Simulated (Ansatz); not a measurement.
# Au: the cost of one run

Computed with Ansatz 0.2.0 (DFT LDA, scalar-relativistic, plane waves, PAW, unless a step's input says otherwise).

## Step 1: The structure to begin with

It takes space group P-1 (No. 2, triclinic). The conventional cell has a = 2.815 Å, b = 2.820 Å, c = 5.191 Å, α = 103.14°, β = 102.66°, γ = 90.26°. Au (site symmetry 1) is surrounded by 9 Au at 2.74 to 3.05 Å.

Coordinates:

```xyz
2
Lattice="2.8155 0.0000 0.0000 -0.0130 2.8202 0.0000 -1.1379 -1.1854 4.9240" Properties=species:S:1:pos:R:3 pbc="T T T"
Au    0.0907    0.0815    3.5746
Au    1.5740    1.5533    1.3495
```

The structure comes from the Materials Project (structure only).

## Step 2: The base run

File input.yaml:

```yaml
crystal:
  lattice:
    - [2.8154890579, 0.0, 0.0]
    - [-0.0129553469, 2.8201795887, 0.0]
    - [-1.1378916452, -1.1854109603, 4.9240140333]
  atoms:
    - { symbol: Au, position: [0.327138, 0.334038, 0.725945] }
    - { symbol: Au, position: [0.672862, 0.665962, 0.274055] }
basis:
  ecutwfc: 420
  fft_grid_basis: typed
kpoints:
  mp_grid: { grid: [12, 12, 8] }
hamiltonian:
  xc: lda
  pseudopotentials: { kind: paw }
scf:
  occupations: { method: gaussian, width: 0.05 }
output:
  forces: true
  stress: true
  eigenvalues: true
  bader: true
  write_density: true
  volumetric_format: npy
  elf: true
```

Command:

```bash
$ ansatz run input.yaml --threads 1 --pin off --max-ram 2560MiB --backend cpu --events-out ev --progress --plain --runs-dir out
```

Q: Estimate wall time and peak memory on 1 thread of Arm Neoverse V2, shared host.

About 36 s, with a peak of 0.58 GiB.
